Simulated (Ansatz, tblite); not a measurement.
# Al(PH3)Cl3 (AlCl₃H₃P): a ladder of methods and basis sets

An exercise on one series of results from a longer session: the logs are not shown, and one member is left open.

The runs use Ansatz 0.2.0, Gaussian basis; as each input shows.

The runs, in order: GFN1-xTB, GFN2-xTB, PBE-D4/def2-TZVP, r2SCAN-D4/def2-TZVP, B3LYP-D4/def2-TZVP, LDA/def2-TZVP, CAM-B3LYP-D4/def2-TZVP, PBE-D4/def2-SVP, PBE0-D4/def2-SVP, HF/STO-3G, PBE0-D4/def2-TZVPD, PBE-D4/def2-TZVPD, B3LYP-D4/def2-TZVPD, CCSD(T)/def2-TZVPP, MP2/def2-TZVP, RPA/def2-TZVP.

2 further runs of the same task are left out: 2 set aside as unsound or not needed.

**The relaxed structure**

The geometry is that of the singlet, from an earlier relaxation (PBE-D4/def2-SVP).

8 atoms, charge 0, spin multiplicity 1.

Bond lengths: Al1–P2 2.488 Å, Al1–Cl6 2.125 Å, Al1–Cl7 2.125 Å, Al1–Cl8 2.125 Å, P2–H3 1.427 Å, P2–H4 1.427 Å, P2–H5 1.427 Å. Angles: P2–Al1–Cl6 98.7°, P2–Al1–Cl7 99.2°, P2–Al1–Cl8 98.8°, Cl6–Al1–Cl7 117.7°, Cl6–Al1–Cl8 117.6°, Cl7–Al1–Cl8 117.7°, Al1–P2–H3 118.0°, Al1–P2–H4 117.7°, Al1–P2–H5 118.1°, H3–P2–H4 99.8°, H3–P2–H5 99.9°, H4–P2–H5 99.8°.

PBE0-D4/def2-TZVP was run before; its log isn't repeated, and its numbers join the tables.

Set-up of the first run:

Tight binding, by tblite at 300 K electronic temperature and without a spin-polarisation term:

```python
tblite.interface.Calculator('GFN1-xTB', numbers, positions, charge=0, uhf=0).singlepoint()
```

Tight binding, by tblite at 300 K electronic temperature and without a spin-polarisation term:

```python
tblite.interface.Calculator('GFN2-xTB', numbers, positions, charge=0, uhf=0).singlepoint()
```

start.molden holds the orbitals of an earlier run on this state, given as this run's starting guess.

in.yaml

```yaml
crystal:
  periodic: [false, false, false]
  atoms:
    - {symbol: Al, position_ang: [-0.005153, 0.010138, -1.371258]}
    - {symbol: P, position_ang: [0.002313, -0.005986, 1.116190]}
    - {symbol: H, position_ang: [0.698140, 1.041828, 1.790479]}
    - {symbol: H, position_ang: [0.572447, -1.138380, 1.771280]}
    - {symbol: H, position_ang: [-1.253084, 0.060244, 1.791733]}
    - {symbol: Cl, position_ang: [2.094020, -0.037827, -1.699097]}
    - {symbol: Cl, position_ang: [-1.012386, 1.852712, -1.694970]}
    - {symbol: Cl, position_ang: [-1.096286, -1.782739, -1.704356]}
basis:
  gaussian: {orbitals: def2-TZVP, initial_orbitals: start.molden}
hamiltonian: {xc: pbe, dispersion: d4}
scf: {omitted_lower_state_checks: [starts]}
output: {orbitals: {seedname: orbitals}}
```

Launch:

```console
$ ansatz run in.yaml --threads 2 --pin off --events-out ev --progress --plain --max-ram 22528MiB --backend cpu
```

Steps of the session up to this table: PBE-D4/def2-TZVP; r2SCAN-D4/def2-TZVP; B3LYP-D4/def2-TZVP; LDA/def2-TZVP; CAM-B3LYP-D4/def2-TZVP; PBE-D4/def2-SVP; PBE0-D4/def2-SVP; HF/STO-3G; PBE0-D4/def2-TZVPD; PBE-D4/def2-TZVPD; B3LYP-D4/def2-TZVPD; CCSD(T)/def2-TZVPP; MP2/def2-TZVP; RPA/def2-TZVP.

One of the session's tables, all rows but one given; the rest of the session is left out.

It belongs to the step «Binding energy». 

| method | binding an atom (eV) |
| --- | --- |
| HF/STO-3G | 3.257 |
| HF/def2-TZVP | 2.334 |
| HF/def2-TZVPP | 2.337 |
| LDA/def2-TZVP | 3.454 |
| PBE-D4/def2-SVP | ? |
| PBE-D4/def2-TZVP | 3.094 |
| PBE-D4/def2-TZVPD | 3.092 |
| r2SCAN-D4/def2-TZVP | 3.119 |
| B3LYP-D4/def2-TZVP | 3.062 |
| B3LYP-D4/def2-TZVPD | 3.061 |
| PBE0-D4/def2-SVP | 3.072 |
| PBE0-D4/def2-TZVP | 3.075 |
| PBE0-D4/def2-TZVPD | 3.076 |
| CAM-B3LYP-D4/def2-TZVP | 3.069 |
| MP2/def2-TZVP | 3.015 |
| CCSD/def2-TZVPP | 2.949 |
| CCSD(T)/def2-TZVPP | 2.997 |

**Question.** Estimate the row for PBE-D4/def2-SVP.

As computed: binding an atom (eV): 3.099. In the column «binding an atom (eV)» it lies between PBE-D4/def2-TZVP (3.094) and r2SCAN-D4/def2-TZVP (3.119).

Caveats from the session: Free atoms were run apart at each level; binding is atoms less cluster, divided by the number of atoms, without zero-point or spin-orbit terms.
